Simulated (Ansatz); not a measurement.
# Ti5Al11: one candidate structure

Aim: relax Ti5Al11 from this start, structure listed in a database for this formula (P4mm, No. 99), and see where it ends.

Computed with Ansatz 0.2.0 (DFT r2SCAN, scalar-relativistic, plane waves, PAW, unless a step's input says otherwise).

The structure is tetragonal, space group P4mm (No. 99). Conventional cell: a = 3.907 Å, b = 3.907 Å, c = 16.410 Å, α = 90.00°, β = 90.00°, γ = 90.00°. Ti (site symmetry 4mm) is surrounded by 12 Al at 2.76 to 2.85 Å. Ti (site symmetry 4mm) is surrounded by 12 Al at 2.76 to 2.89 Å. Ti (site symmetry 4mm) has 8 Al at 2.74 to 2.90 Å and 4 Ti at 2.77 Å as nearest neighbours. Ti (site symmetry 4mm) is surrounded by 12 Al at 2.75 to 2.92 Å. Around Ti (site symmetry 4mm) lie 8 Al at 2.73 to 2.92 Å and 4 Ti at 2.77 Å. Al (site symmetry 2mm) has 6 Ti at 2.74 to 2.92 Å and 6 Al at 2.76 to 2.84 Å as nearest neighbours. Around Al (site symmetry 2mm) lie 4 Ti at 2.75 to 2.80 Å and 8 Al at 2.76 to 2.85 Å. Al (site symmetry 2mm) has 6 Ti at 2.73 to 2.90 Å and 6 Al at 2.76 to 2.82 Å as nearest neighbours. Only part of the 12 independent sites is listed.

Coordinates:

```cif
data_structure
_symmetry_space_group_name_H-M 'P 1'
_symmetry_Int_Tables_number 1
_cell_length_a 3.9068
_cell_length_b 3.9068
_cell_length_c 16.4095
_cell_angle_alpha 90.000
_cell_angle_beta 90.000
_cell_angle_gamma 90.000
_cell_volume 250.46
loop_
_atom_site_label
_atom_site_type_symbol
_atom_site_fract_x
_atom_site_fract_y
_atom_site_fract_z
_atom_site_occupancy
Ti1 Ti 0.50000 0.50000 0.37642 1
Ti2 Ti 0.00000 0.00000 0.87960 1
Ti3 Ti 0.00000 0.00000 0.11915 1
Ti4 Ti 0.50000 0.50000 0.61679 1
Ti5 Ti 0.50000 0.50000 0.13379 1
Al1 Al 0.50000 0.00000 0.00193 1
Al2 Al 0.00000 0.50000 0.49845 1
Al3 Al 0.50000 0.00000 0.49845 1
Al4 Al 0.00000 0.50000 0.00193 1
Al5 Al 0.00000 0.50000 0.25001 1
Al6 Al 0.50000 0.00000 0.74939 1
Al7 Al 0.50000 0.00000 0.25001 1
Al8 Al 0.00000 0.50000 0.74939 1
Al9 Al 0.00000 0.00000 0.62451 1
Al10 Al 0.00000 0.00000 0.37426 1
Al11 Al 0.50000 0.50000 0.87593 1
```

The structure above is the start of the run; the results belong to its end.

Formation energies count from the elements, computed with the same settings in runs not shown here.

```
                          quantity                                                                       value
                              cell  a = 3.907 Å, b = 3.907 Å, c = 16.424 Å, α = 90.00°, β = 90.00°, γ = 90.00°
                       space group                                                               P4mm (No. 99)
                            volume                                                               15.67 Å³/atom
                   gap on the mesh                                                                none (metal)
formation energy from the elements                                                              -0.451 eV/atom
```

What this shows: The space group stayed P4mm, and from the first guess the volume went from 15.65 to 15.67 Å³/atom. With -0.45 eV/atom it lies under the elements, which doesn't yet make it stable against other compounds of them.

**Question.** Which input and command would start the relaxation behind these results?

A: The one used for the relaxation. It is one of several that fit.

input.yaml reads:

```yaml
crystal:
  lattice:
    - [3.90683164, 0.0, 0.0]
    - [0.0, 3.90683164, 0.0]
    - [0.0, 0.0, 16.40950586]
  atoms:
    - { symbol: Ti, position: [0.5, 0.5, 0.37641989] }
    - { symbol: Ti, position: [0.0, 0.0, 0.87959604] }
    - { symbol: Ti, position: [0.0, 0.0, 0.11914919] }
    - { symbol: Ti, position: [0.5, 0.5, 0.61679206] }
    - { symbol: Ti, position: [0.5, 0.5, 0.13379091] }
    - { symbol: Al, position: [0.5, 0.0, 0.00193078] }
    - { symbol: Al, position: [0.0, 0.5, 0.49844789] }
    - { symbol: Al, position: [0.5, 0.0, 0.49844789] }
    - { symbol: Al, position: [0.0, 0.5, 0.00193078] }
    - { symbol: Al, position: [0.0, 0.5, 0.25000873] }
    - { symbol: Al, position: [0.5, 0.0, 0.74939139] }
    - { symbol: Al, position: [0.5, 0.0, 0.25000873] }
    - { symbol: Al, position: [0.0, 0.5, 0.74939139] }
    - { symbol: Al, position: [0.0, 0.0, 0.62450941] }
    - { symbol: Al, position: [0.0, 0.0, 0.37426049] }
    - { symbol: Al, position: [0.5, 0.5, 0.87592541] }
basis:
  ecutwfc: 500
kpoints:
  mp_grid: { grid: [10, 10, 4] }
hamiltonian:
  xc: r2scan
scf:
  occupations: { method: gaussian, width: 0.1 }
output:
  forces: true
  stress: true
  eigenvalues: true
  write_density: true
  write_potential: true
  elf: true
  volumetric_format: npy
relax:
  adjacent_minimum: "off"
  f_tol: 0.01
  max_steps: 80
  cell: { stress_tol: 0.05 }
```

On the command line:

```sh
> ansatz run input.yaml --threads 4 --pin off --max-ram 10240MiB --backend cpu --events-out ev --progress --plain --runs-dir out
```
